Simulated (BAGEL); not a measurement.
# BAsPH5 (SMILES PB[AsH2]) at HF/6-31G(d) (density fitting with qzvpp-jkfit, spherical functions)

Aim: the energy change on altering one bond length of BAsPH5 at HF/6-31G* (density fitting with qzvpp-jkfit, spherical functions), from 2 runs. 

The calculation is run with BAGEL 1.2.2.

4 further runs of the same task are left out: 4 that didn't finish. Runs told in other sessions of the task aren't counted.

### Step 1. The structure to begin with

BAsPH5: 8 atoms, total charge 0, spin state singlet. As SMILES, `PB[AsH2]`. The shape comes from GFN2-xTB, which is rough for such elements, and wasn't checked as a minimum. This is one conformer, not always the lowest.

Bond lengths: P1–B2 1.855 Å, B2–As3 2.013 Å, P1–H4 1.383 Å, P1–H5 1.382 Å, B2–H6 1.175 Å, As3–H7 1.507 Å, As3–H8 1.504 Å. Angles: P1–B2–As3 122.5°, P1–B2–H6 117.7°, As3–B2–H6 118.9°, B2–P1–H4 101.1°, B2–P1–H5 102.0°, B2–As3–H7 96.4°, B2–As3–H8 91.7°, H4–P1–H5 95.8°, H7–As3–H8 89.6°.

### Step 2. The energy at HF/6-31G(d) (density fitting with qzvpp-jkfit, spherical functions)

job.json

```json
{ "bagel" : [

{
  "title" : "molecule",
  "basis" : "6-31gs.json",
  "df_basis" : "qzvpp-jkfit",
  "angstrom" : true,
  "geometry" : [
    { "atom" : "P", "xyz" : [   -0.412700,    1.248690,   -0.964720 ] },
    { "atom" : "B", "xyz" : [    0.064150,    0.465850,    0.648020 ] },
    { "atom" : "As", "xyz" : [    1.402900,   -1.032300,    0.769900 ] },
    { "atom" : "H", "xyz" : [   -0.736340,    0.134460,   -1.716890 ] },
    { "atom" : "H", "xyz" : [   -1.716280,    1.637370,   -0.721920 ] },
    { "atom" : "H", "xyz" : [   -0.291990,    0.990800,    1.636880 ] },
    { "atom" : "H", "xyz" : [    1.371940,   -1.405700,   -0.690180 ] },
    { "atom" : "H", "xyz" : [    0.318310,   -2.039160,    1.038910 ] }
  ]
},
{
  "title" : "hf"
},
{
  "title" : "print",
  "file" : "orbitals.molden",
  "orbitals" : true
}

]}
```

The basis set 6-31G* is read from a file made from the Basis Set Exchange's data (not shown).

The run is started by

```
BAGEL_NUM_THREADS=1 BAGEL job.json > job.out
```

Log:

```text
* using 1 threads per process

  ===============================================================
  ===============================================================

  *** Geometry ***

  { "atom" : "P", "xyz" : [     -0.779890,      2.359682,     -1.823057 ] },
  { "atom" : "B", "xyz" : [      0.121226,      0.880329,      1.224580 ] },
  { "atom" : "As", "xyz" : [      2.651097,     -1.950764,      1.454900 ] },
  { "atom" : "H", "xyz" : [     -1.391481,      0.254093,     -3.244452 ] },
  { "atom" : "H", "xyz" : [     -3.243299,      3.094181,     -1.364231 ] },
  { "atom" : "H", "xyz" : [     -0.551781,      1.872341,      3.093255 ] },
  { "atom" : "H", "xyz" : [      2.592591,     -2.656388,     -1.304251 ] },
  { "atom" : "H", "xyz" : [      0.601519,     -3.853454,      1.963255 ] },

  Number of auxiliary basis functions:      559

  Since a DF basis is specified, we compute 2- and 3-index integrals:
    o Being stored without compression. Storage requirement is 0.024 GB

  Number of basis functions:       74
  Number of electrons      :       58

    * METHOD: MOLECULE                             0.25

  *** RHF ***

  === Nuclear Repulsion ===
   207.6106019909

      * DIIS with orbital gradients will be used.

  === RHF iteration (6-31gs.json) ===
      0      -2602.12191203          0.00944967           0.07
      1      -2602.17711907          0.00334423           0.06
      2      -2602.18356256          0.00145593           0.08
      3      -2602.18481260          0.00027462           0.08
      4      -2602.18489714          0.00010215           0.08
      5      -2602.18491151          0.00003236           0.08
      6      -2602.18491293          0.00001036           0.08
      7      -2602.18491305          0.00000362           0.08
      8      -2602.18491306          0.00000120           0.08
      9      -2602.18491307          0.00000046           0.08
     10      -2602.18491307          0.00000015           0.08
     11      -2602.18491307          0.00000006           0.07
     12      -2602.18491307          0.00000002           0.08
     13      -2602.18491307          0.00000001           0.08
    * SCF iteration converged.

    * Permanent dipole moment:
           (    0.534618,     0.108422,    -0.007336) a.u.

    * METHOD: HF                                   1.25

    * METHOD: PRINT                                0.01

  ===============================================================
```

Wall time 1.7 s (1 thread of Intel Xeon 6975P-C (Granite Rapids), shared host); peak memory 0.14 GiB.

### Step 3. The distorted shape

hf.json

```json
{ "bagel" : [

{
  "title" : "molecule",
  "basis" : "6-31gs.json",
  "df_basis" : "qzvpp-jkfit",
  "angstrom" : true,
  "geometry" : [
    { "atom" : "P", "xyz" : [   -0.024323,    2.585798,   -0.062095 ] },
    { "atom" : "B", "xyz" : [    0.452527,    1.802958,    1.550645 ] },
    { "atom" : "As", "xyz" : [    1.791277,    0.304808,    1.672525 ] },
    { "atom" : "H", "xyz" : [   -0.736340,    0.134460,   -1.716890 ] },
    { "atom" : "H", "xyz" : [   -1.327903,    2.974478,    0.180705 ] },
    { "atom" : "H", "xyz" : [    0.096387,    2.327908,    2.539505 ] },
    { "atom" : "H", "xyz" : [    1.760317,   -0.068592,    0.212445 ] },
    { "atom" : "H", "xyz" : [    0.706687,   -0.702052,    1.941535 ] }
  ]
},
{
  "title" : "hf"
},
{
  "title" : "print",
  "file" : "orbitals.molden",
  "orbitals" : true
}

]}
```

The basis set 6-31G* is read from a file made from the Basis Set Exchange's data (not shown).

The run is started by

```
BAGEL_NUM_THREADS=1 BAGEL hf.json > hf.out
```

Log:

```text
* using 1 threads per process

  ===============================================================
  ===============================================================

  *** Geometry ***

  { "atom" : "P", "xyz" : [     -0.045964,      4.886450,     -0.117343 ] },
  { "atom" : "B", "xyz" : [      0.855152,      3.407097,      2.930294 ] },
  { "atom" : "As", "xyz" : [      3.385023,      0.576004,      3.160614 ] },
  { "atom" : "H", "xyz" : [     -1.391481,      0.254093,     -3.244452 ] },
  { "atom" : "H", "xyz" : [     -2.509373,      5.620949,      0.341483 ] },
  { "atom" : "H", "xyz" : [      0.182145,      4.399109,      4.798969 ] },
  { "atom" : "H", "xyz" : [      3.326517,     -0.129620,      0.401463 ] },
  { "atom" : "H", "xyz" : [      1.335445,     -1.326686,      3.668969 ] },

  Number of auxiliary basis functions:      559

  Since a DF basis is specified, we compute 2- and 3-index integrals:
    o Being stored without compression. Storage requirement is 0.024 GB

  Number of basis functions:       74
  Number of electrons      :       58

    * METHOD: MOLECULE                             0.25

  *** RHF ***

  === Nuclear Repulsion ===
   203.0439765933

      * DIIS with orbital gradients will be used.

  === RHF iteration (6-31gs.json) ===
      0      -2601.87833856          0.01095015           0.06
      1      -2601.95223659          0.00716406           0.06
      2      -2601.98651082          0.00175705           0.06
      3      -2601.99023403          0.00047084           0.06
      4      -2601.99045992          0.00020629           0.06
      5      -2601.99051140          0.00006510           0.06
      6      -2601.99051845          0.00002082           0.06
      7      -2601.99051905          0.00000743           0.06
      8      -2601.99051914          0.00000241           0.06
      9      -2601.99051915          0.00000111           0.06
     10      -2601.99051915          0.00000060           0.06
     11      -2601.99051915          0.00000027           0.06
     12      -2601.99051915          0.00000012           0.06
     13      -2601.99051915          0.00000006           0.06
     14      -2601.99051915          0.00000002           0.05
     15      -2601.99051915          0.00000001           0.06
     16      -2601.99051915          0.00000000           0.05
    * SCF iteration converged.

    * Permanent dipole moment:
           (    0.300042,    -0.419769,    -0.613483) a.u.

    * METHOD: HF                                   1.15

    * METHOD: PRINT                                0.01

  ===============================================================
```

Wall time 1.6 s (1 thread of Intel Xeon 6975P-C (Granite Rapids), shared host); peak memory 0.14 GiB.

### Step 4. Summary of results

At HF/6-31G* (density fitting with qzvpp-jkfit, spherical functions):

| quantity | value |
| --- | --- |
| first shape: total energy | -2602.18491 Eh |
| first shape: dipole moment | 1.39 D |
| first shape: HOMO energy | -9.43 eV |
| first shape: LUMO energy | 1.88 eV |
| first shape: HOMO–LUMO gap | 11.31 eV |
| distorted shape: total energy | -2601.99052 Eh |
| distorted shape: dipole moment | 2.04 D |
| distorted shape: HOMO energy | -8.24 eV |
| distorted shape: LUMO energy | -1.56 eV |
| distorted shape: HOMO–LUMO gap | 6.68 eV |
| energy change with the P1–H4 bond stretched from 1.383 to 3.042 Å | 5.290 eV |

In words: One bond (distorted shape) is far stretched, which a spin-restricted single reference describes badly; a broken-symmetry solution may lie lower. With the P1–H4 bond stretched from 1.383 to 3.042 Å the energy rises by 5.29 eV (510 kJ/mol). The first shape isn't relaxed at this level, so the change isn't measured from a minimum. A restricted reference can't describe the breaking bond well at this length.
